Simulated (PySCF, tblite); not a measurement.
# C₂H₁₀OPSi₂ radical, a small gas-phase stand-in for a defect centre: EPR parameters

Aim: the EPR parameters of `O=[P](C[SiH3])C[SiH3]`. It is drawn as: P oxygen centre.

Programs: tblite 0.8.0 and PySCF 2.14.0. All values are calculated, for the isolated system unless a continuum is named. Atoms count from 0, parts from 1.

### 1 The system as given

16 atoms, charge 0, multiplicity 2; geometry: distance geometry start.

### 2 Relaxing the cluster with GFN2-xTB

What the job is given:

```
{"job": {"kind": "relax", "xc": "GFN2-xTB", "basis": "xTB"}, "charge": 0, "multiplicity": 2}
P     -0.644453    -0.400616     0.494041
O     -2.299399    -0.330828    -0.055797
C      0.605497    -0.061265    -0.737622
Si     2.258092    -0.603119    -0.100124
C     -0.338601     0.191206     2.152160
Si    -0.798566     1.959185     2.258347
H      0.608477     0.959599    -0.921710
H      0.404295    -0.606796    -1.606176
H      2.912796     0.511643     0.468993
H      2.064926    -1.619823     0.886566
H      3.022180    -1.114288    -1.149603
H      0.670388     0.041708     2.377297
H     -0.919786    -0.369950     2.831213
H     -1.205492     2.416633     0.990903
H      0.364980     2.698837     2.670948
H     -1.832062     2.122983     3.197057
```

Method: GFN2-xTB geometry optimisation, gas phase.

Command:

```sh
$ OMP_NUM_THREADS=1 python cluster_run.py task.json out
```

The driver reads the jobs from task.json and runs them one after another.

Output:

```text
step      E/eV     max force
  0    -526.24406    7.982
  1    -527.70861    3.220
  2    -527.77253    7.260
  3    -528.05237    1.105
  4    -528.11707    0.701
  5    -528.17086    0.567
  6    -528.18337    0.406
  7    -528.20755    0.369
  8    -528.21765    0.307
  9    -528.22502    0.227
 10    -528.22949    0.183
 11    -528.23480    0.332
 12    -528.23955    0.336
 13    -528.24280    0.204
 14    -528.24479    0.085
 15    -528.24653    0.113
 16    -528.24822    0.128
 17    -528.24962    0.104
 18    -528.25076    0.080
 19    -528.25204    0.107
 20    -528.25372    0.145
 21    -528.25568    0.142
 22    -528.25738    0.095
 23    -528.25860    0.076
 24    -528.25951    0.097
 25    -528.26033    0.102
 26    -528.26109    0.067
 27    -528.26186    0.068
 28    -528.26276    0.099
 29    -528.26379    0.122
 30    -528.26466    0.086
 31    -528.26522    0.054
 32    -528.26571    0.064
 33    -528.26648    0.140
 34    -528.26781    0.211
 35    -528.26954    0.216
 36    -528.27104    0.132
 37    -528.27201    0.080
 38    -528.27283    0.129
 39    -528.27405    0.166
 40    -528.27564    0.165
 41    -528.27701    0.095
 42    -528.27791    0.071
 43    -528.27879    0.122
 44    -528.27995    0.160
 45    -528.28122    0.151
 46    -528.28217    0.078
 47    -528.28276    0.061
 48    -528.28332    0.086
 49    -528.28415    0.132
 50    -528.28523    0.135
 51    -528.28604    0.081
 52    -528.28638    0.050
 53    -528.28658    0.041
 54    -528.28677    0.041
 55    -528.28710    0.028
 56    -528.28730    0.039
 57    -528.28752    0.046
 58    -528.28776    0.045
 59    -528.28819    0.061
 60    -528.28881    0.078
 61    -528.28948    0.069
 62    -528.28997    0.051
 63    -528.29030    0.049
 64    -528.29064    0.049
 65    -528.29119    0.076
 66    -528.29200    0.097
 67    -528.29292    0.085
 68    -528.29380    0.086
 69    -528.29468    0.089
 70    -528.29543    0.083
 71    -528.29568    0.079
 72    -528.29643    0.042
 73    -528.29670    0.035
 74    -528.29698    0.036
 75    -528.29722    0.044
 76    -528.29781    0.062
 77    -528.29855    0.066
 78    -528.29928    0.058
 79    -528.29963    0.038
 80    -528.29986    0.038
 81    -528.30011    0.033
 82    -528.30041    0.037
 83    -528.30070    0.042
 84    -528.30095    0.042
 85    -528.30118    0.042
 86    -528.30141    0.031
 87    -528.30161    0.032
 88    -528.30177    0.028
 89    -528.30189    0.026
 90    -528.30199    0.022
 91    -528.30209    0.027
 92    -528.30221    0.033
 93    -528.30234    0.032
 94    -528.30247    0.033
 95    -528.30260    0.028
 96    -528.30272    0.022
 97    -528.30285    0.026
 98    -528.30300    0.033
 99    -528.30317    0.037
100    -528.30341    0.043
101    -528.30380    0.054
102    -528.30447    0.066
103    -528.30549    0.081
104    -528.30676    0.126
105    -528.30814    0.145
106    -528.30950    0.120
107    -528.31078    0.114
108    -528.31044    0.195
109    -528.31320    0.104
110    -528.31444    0.087
111    -528.31707    0.070
112    -528.31766    0.060
113    -528.31902    0.070
114    -528.31985    0.063
115    -528.32055    0.082
116    -528.32131    0.076
117    -528.32187    0.054
118    -528.32273    0.056
119    -528.32296    0.044
120    -528.32335    0.033
121    -528.32359    0.030
122    -528.32388    0.045
123    -528.32413    0.040
124    -528.32432    0.026
125    -528.32445    0.023
126    -528.32462    0.030
127    -528.32490    0.052
128    -528.32527    0.061
129    -528.32565    0.064
130    -528.32607    0.046
131    -528.32643    0.039
132    -528.32681    0.051
133    -528.32718    0.058
134    -528.32783    0.070
135    -528.32862    0.096
136    -528.32958    0.097
137    -528.33040    0.067
138    -528.33040    0.102
139    -528.33124    0.071
140    -528.33173    0.055
141    -528.33225    0.039
142    -528.33324    0.047
143    -528.33371    0.049
144    -528.33425    0.045
145    -528.33476    0.051
146    -528.33542    0.045
147    -528.33590    0.044
148    -528.33617    0.031
149    -528.33632    0.032
150    -528.33644    0.031
151    -528.33657    0.021
152    -528.33668    0.032
153    -528.33683    0.032
154    -528.33698    0.031
155    -528.33708    0.024
156    -528.33714    0.014
157    -528.33717    0.016
158    -528.33721    0.016
159    -528.33725    0.016
160    -528.33729    0.012
161    -528.33731    0.010
162    -528.33732    0.010
163    -528.33733    0.009
164    -528.33735    0.008
```

Run time: 8.2 s. Hardware: 1 thread of Arm Neoverse N1, shared host.

The steps of the relaxation:

```
step  energy from step 0 (eV)  largest force (eV/Å)
   0                   0.0000                7.9818
   6                  -1.9393                0.4054
  12                  -1.9955                0.3358
  18                  -2.0067                0.0805
  24                  -2.0154                0.0973
  30                  -2.0206                0.0861
  36                  -2.0270                0.1317
  42                  -2.0339                0.0711
  48                  -2.0393                0.0861
  54                  -2.0427                0.0417
  60                  -2.0448                0.0777
  66                  -2.0479                0.0967
  72                  -2.0524                0.0412
  78                  -2.0552                0.0583
  84                  -2.0569                0.0423
  90                  -2.0579                0.0217
  96                  -2.0587                0.0220
 102                  -2.0604                0.0661
 108                  -2.0664                0.1950
 114                  -2.0758                0.0635
 120                  -2.0793                0.0326
 126                  -2.0806                0.0297
 132                  -2.0828                0.0502
 138                  -2.0863                0.1020
 144                  -2.0902                0.0452
 150                  -2.0924                0.0307
 156                  -2.0931                0.0149
 162                  -2.0933                0.0105
 164                  -2.0933                0.0082
```

Distances of close pairs at the start and the end, largest changes first:

```
   bond  before (Å)  after (Å)  change (Å)
  P0–O1       1.745      1.475      -0.270
 C4–Si5       1.830      1.906      +0.076
Si3–H10       1.395      1.463      +0.068
  P0–C2       1.787      1.849      +0.062
Si5–H15       1.406      1.466      +0.060
  C2–H6       1.037      1.092      +0.054
 Si3–H8       1.413      1.465      +0.053
Si5–H13       1.408      1.457      +0.050
```

### 3 Geometry optimisation at PBE0-D3(BJ)/def2-SVP

What the job is given:

```
{"job": {"xc": "PBE0", "basis": "def2-SVP", "d3": "d3bj", "grid": 2, "kind": "geom", "shake": 0.01}, "charge": 0, "multiplicity": 2}
P     -1.087589    -1.056401    -0.384474
O     -2.423536    -0.629671    -0.934484
C      0.254812    -0.467156    -1.486652
Si     2.023859    -0.838519    -0.771585
C     -0.839860    -0.309669     1.264176
Si    -0.956173     1.600071     1.152076
H      0.105657     0.596187    -1.649931
H      0.127678    -0.975461    -2.429802
H      2.309386     0.129583     0.306143
H      2.000730    -2.200936    -0.214576
H      2.945014    -0.722040    -1.854159
H      0.114525    -0.653931     1.682702
H     -1.675668    -0.676104     1.884610
H     -2.133522     1.994090     0.380140
H      0.277178     2.091171     0.541240
H     -1.053944     2.107470     2.536720
```

Output:

```text
step   0  E = -1076.81178915  max force = 0.036006
step   1  E = -1076.81819174  max force = 0.005431
step   2  E = -1076.81853503  max force = 0.001243
step   3  E = -1076.81859845  max force = 0.000531
step   4  E = -1076.81864598  max force = 0.000801
step   5  E = -1076.81872726  max force = 0.001340
step   6  E = -1076.81878073  max force = 0.001140
step   7  E = -1076.81882951  max force = 0.000906
step   8  E = -1076.81885966  max force = 0.000755
step   9  E = -1076.81887726  max force = 0.000575
step  10  E = -1076.81888849  max force = 0.000415
optimisation converged
```

Wall time 6.1 min (1 thread of Arm Neoverse N1, shared host); peak memory 0.8 GiB.

Relaxation path:

```
step  energy from step 0 (eV)  largest force component (eV/Å)
   0                   0.0000                          1.8515
   1                  -0.1742                          0.2793
   2                  -0.1836                          0.0639
   3                  -0.1853                          0.0273
   4                  -0.1866                          0.0412
   5                  -0.1888                          0.0689
   6                  -0.1903                          0.0586
   7                  -0.1916                          0.0466
   8                  -0.1924                          0.0388
   9                  -0.1929                          0.0296
  10                  -0.1932                          0.0213
```

Close pairs (by a distance rule), those that changed most:

```
   bond  before (Å)  after (Å)  change (Å)
Si3–H10       1.426      1.493      +0.066
 C2–Si3       1.944      1.887      -0.057
Si5–H14       1.461      1.495      +0.033
Si5–H13       1.462      1.489      +0.027
  C2–H7       1.079      1.103      +0.024
 Si3–H9       1.472      1.494      +0.022
 C4–Si5       1.917      1.897      -0.020
  C2–H6       1.086      1.105      +0.019
```

The final coordinates are the input of the step that follows.

```
                         at the end point                value
  point group (found at 0.08 Å tolerance)                   C1
rotational constants (GHz, main isotopes)  2.147, 1.230, 0.898
                        dipole moment (D)                 3.04
                                     ⟨S²⟩                0.755
```

### 4 EPR parameters: B3LYP/IGLO-III+pcH-1

What the job is given:

```
{"job": {"kind": "epr"}, "charge": 0, "multiplicity": 2}
P     -1.139334    -0.865142    -0.546442
O     -2.433997    -0.402492    -1.174742
C      0.338974    -0.438501    -1.544096
Si     2.023114    -0.910203    -0.834579
C     -0.864899    -0.147278     1.114241
Si    -0.931136     1.748212     1.149514
H      0.308446     0.646665    -1.749066
H      0.199478    -0.942330    -2.515350
H      2.338753    -0.059290     0.352886
H      2.017874    -2.342026    -0.407228
H      3.079553    -0.707555    -1.869337
H      0.088605    -0.513285     1.530090
H     -1.673139    -0.528038     1.760520
H     -2.300695     2.213365     0.795843
H      0.049931     2.307713     0.170531
H     -0.568138     2.230884     2.516204
```

With the program's defaults for keys left out, this is: UKS B3LYP, IGLO-III on C O P Si, pcH-1 on H, non-relativistic, mean-field spin-orbit, GIAO.

Output:

```text
UKS, coarse grid
  cycle   1  E = -1077.72452228  |g| = 7.46e-01
  cycle   2  E = -1076.15718030  |g| = 1.94e+00
  cycle   3  E = -1077.90796824  |g| = 2.55e-01
  cycle   4  E = -1077.93148930  |g| = 1.47e-01
  cycle   5  E = -1077.94136252  |g| = 3.04e-02
  cycle   6  E = -1077.94175331  |g| = 1.31e-02
  cycle   7  E = -1077.94183729  |g| = 4.57e-03
  cycle   8  E = -1077.94185300  |g| = 1.01e-03
  cycle   9  E = -1077.94185439  |g| = 3.81e-04
UKS, final grid
  cycle   1  E = -1077.94179423  |g| = 6.25e-04
  cycle   2  E = -1077.94179377  |g| = 1.25e-03
  cycle   3  E = -1077.94179441  |g| = 1.98e-04
  cycle   4  E = -1077.94179443  |g| = 5.08e-05
  cycle   5  E = -1077.94179443  |g| = 2.07e-05
E = -1077.94179443 Eh   <S^2> = 0.7544 (exact 0.7500)
g shifts (ppm)      1          2          3
  rmc          -232       -232       -232
  gc             -8         97         50
  oz_so         -82       3570       5277
  total        -322       3435       5095
hyperfine (MHz)  atom isotope    a_iso     a_fc   dipolar eigenvalues
    0   31P    1030.03    1032.64   -163.97   -158.31    322.28
    1   17O     -22.10     -21.72    -95.58     47.43     48.15
    2   13C      59.97      59.95     -6.97     -6.22     13.19
    3  29Si       2.78       2.77     -0.51     -0.15      0.66
    4   13C      39.53      39.49     -7.66     -7.17     14.82
    5  29Si     -23.83     -23.90     -9.77      4.76      5.00
    6    1H      41.01      41.00     -4.68      0.16      4.52
    7    1H       2.12       2.12     -5.07     -3.26      8.33
    8    1H      -0.15      -0.15     -1.20     -1.07      2.27
    9    1H      -0.56      -0.56     -1.91     -1.51      3.42
   10    1H       0.31       0.31     -0.96     -0.63      1.59
   11    1H      -4.96      -4.97     -5.58     -1.95      7.52
   12    1H       6.80       6.79     -5.33     -3.16      8.49
   13    1H       0.23       0.23     -1.76     -0.54      2.30
   14    1H      -1.35      -1.35     -1.53     -0.68      2.21
   15    1H      11.08      11.08     -1.37     -0.44      1.81
```

Wall time 3.2 min (1 thread of Arm Neoverse N1, shared host); peak memory 1.4 GiB.

Principal g values 2.00200, 2.00575, 2.00741; g(iso) = 2.00506, against 2.00232 for a free electron.

Hyperfine couplings, nucleus by nucleus at this fixed geometry (no averaging over rotations):

```
nuclei  isotope  a(iso) (MHz)  a(iso) (G, at g = 2.0023)  largest dipolar term (MHz)
    P0      31P        1030.0                      367.5                       322.3
    C2      13C          60.0                       21.4                        13.2
    H6       1H          41.0                       14.6                        -4.7
    C4      13C          39.5                       14.1                        14.8
   Si5     29Si         -23.8                       -8.5                        -9.8
    O1      17O         -22.1                       -7.9                       -95.6
   H15       1H          11.1                        4.0                         1.8
   H12       1H           6.8                        2.4                         8.5
   H11       1H          -5.0                       -1.8                         7.5
   Si3     29Si           2.8                        1.0                         0.7
    H7       1H           2.1                        0.8                         8.3
   H14       1H          -1.4                       -0.5                         2.2
    H9       1H          -0.6                       -0.2                         3.4
   H10       1H           0.3                        0.1                         1.6
```

Mulliken spin populations:

P0 0.56; O1 0.28; C2 0.04; Si3 0.01; C4 0.04; Si5 0.04; H6 0.03; H7 0.00; H8 0.00; H9 0.00; H10 0.00; H11 0.00; H12 0.00; H13 0.00; H14 0.00; H15 0.01

In first order the couplings over 0.8 MHz of 31P, 1H give 128 distinct lines over 391.6 G.

### 5 EPR parameters: BHandHLYP/IGLO-III+pcH-1

Same as in step 4 but for these lines:

```diff
@@ -1,2 +1,2 @@
-{"job": {"kind": "epr"}, "charge": 0, "multiplicity": 2}
+{"job": {"kind": "epr", "xc": "BHandHLYP"}, "charge": 0, "multiplicity": 2}
 P     -1.139334    -0.865142    -0.546442
```

Level: UKS BHandHLYP, IGLO-III on C O P Si, pcH-1 on H, non-relativistic, mean-field spin-orbit, GIAO.

Output:

```text
UKS, coarse grid
  cycle   1  E = -1077.59558560  |g| = 6.40e-01
  cycle   2  E = -1077.20095210  |g| = 1.18e+00
  cycle   3  E = -1077.76630192  |g| = 9.33e-02
  cycle   4  E = -1077.77026248  |g| = 4.81e-02
  cycle   5  E = -1077.77151472  |g| = 1.12e-02
  cycle   6  E = -1077.77164731  |g| = 5.82e-03
  cycle   7  E = -1077.77170631  |g| = 2.88e-03
  cycle   8  E = -1077.77172440  |g| = 1.45e-03
  cycle   9  E = -1077.77172883  |g| = 5.57e-04
UKS, final grid
  cycle   1  E = -1077.77169250  |g| = 5.86e-04
  cycle   2  E = -1077.77169243  |g| = 1.01e-03
  cycle   3  E = -1077.77169279  |g| = 1.49e-04
  cycle   4  E = -1077.77169285  |g| = 9.83e-05
  cycle   5  E = -1077.77169288  |g| = 2.19e-05
  cycle   6  E = -1077.77169288  |g| = 1.27e-05
E = -1077.77169288 Eh   <S^2> = 0.7599 (exact 0.7500)
g shifts (ppm)      1          2          3
  rmc          -241       -241       -241
  gc             -9        102         46
  oz_so         -52       3447       5459
  total        -301       3308       5264
hyperfine (MHz)  atom isotope    a_iso     a_fc   dipolar eigenvalues
    0   31P    1081.98    1084.53   -179.05   -167.55    346.60
    1   17O     -36.28     -35.85   -100.72     49.80     50.92
    2   13C      60.34      60.32     -7.12     -6.08     13.20
    3  29Si       3.27       3.27     -0.55     -0.11      0.66
    4   13C      39.84      39.80     -7.73     -6.95     14.67
    5  29Si     -23.31     -23.37     -9.06      4.33      4.74
    6    1H      40.90      40.90     -4.63      0.28      4.35
    7    1H       0.78       0.77     -5.13     -3.34      8.46
    8    1H      -0.17      -0.17     -1.22     -1.09      2.30
    9    1H      -0.56      -0.56     -1.93     -1.55      3.49
   10    1H       0.12       0.12     -0.95     -0.64      1.59
   11    1H      -5.51      -5.52     -5.63     -2.09      7.72
   12    1H       5.40       5.39     -5.34     -3.26      8.61
   13    1H       0.07       0.07     -1.71     -0.60      2.31
   14    1H      -1.42      -1.42     -1.49     -0.74      2.23
   15    1H      10.60      10.60     -1.27     -0.46      1.74
```

Run time: 3.6 min. Hardware: 1 thread of Arm Neoverse N1, shared host; peak memory 1.4 GiB.

In short: g(iso) 2.00508.

### 6 Comparing the runs: EPR parameters

g, ⟨S²⟩ and isotropic hyperfine couplings (MHz), with basis size and wall time:

```
                     run   g(iso)   ⟨S²⟩  31P P0  13C C2  1H H6  13C C4  29Si Si5  functions     time
    B3LYP/IGLO-III+pcH-1  2.00506  0.754  1030.0    60.0   41.0    39.5     -23.8        337  3.2 min
BHandHLYP/IGLO-III+pcH-1  2.00508  0.760  1082.0    60.3   40.9    39.8     -23.3        337  3.6 min
```

### 7 Results

| quantity | value |
| --- | --- |
| point group | C1 |
| rotational constants (main isotopes) | 2.15, 1.23, 0.90 GHz |
| g(iso) (B3LYP) | 2.00506 |
| ⟨S²⟩ | 0.754 (exact 0.75) |
| largest a(iso) | 31P on P0, 1030.0 MHz |

The start of the PBE0/def2-SVP relaxation was shaken at random by about 0.01 Å, so part of the energy gained, and of the first lengths quoted, undoes that. Over 10 steps the energy fell by 0.193 eV; of the close pairs, Si3–H10 changed most, 1.426 to 1.493 Å (PBE0/def2-SVP). The largest share of the spin, 0.56 e, sits on P0. The isotropic g lies 2.7 ppt above the free-electron value. The coupling of 31P on P0 runs from 1030.0 (B3LYP/IGLO-III+pcH-1) to 1082.0 MHz (BHandHLYP/IGLO-III+pcH-1). A capped cluster stands for the solid here, so long-range fields and strain are missing, and bands or shifts of the capping hydrogens have no counterpart in it.
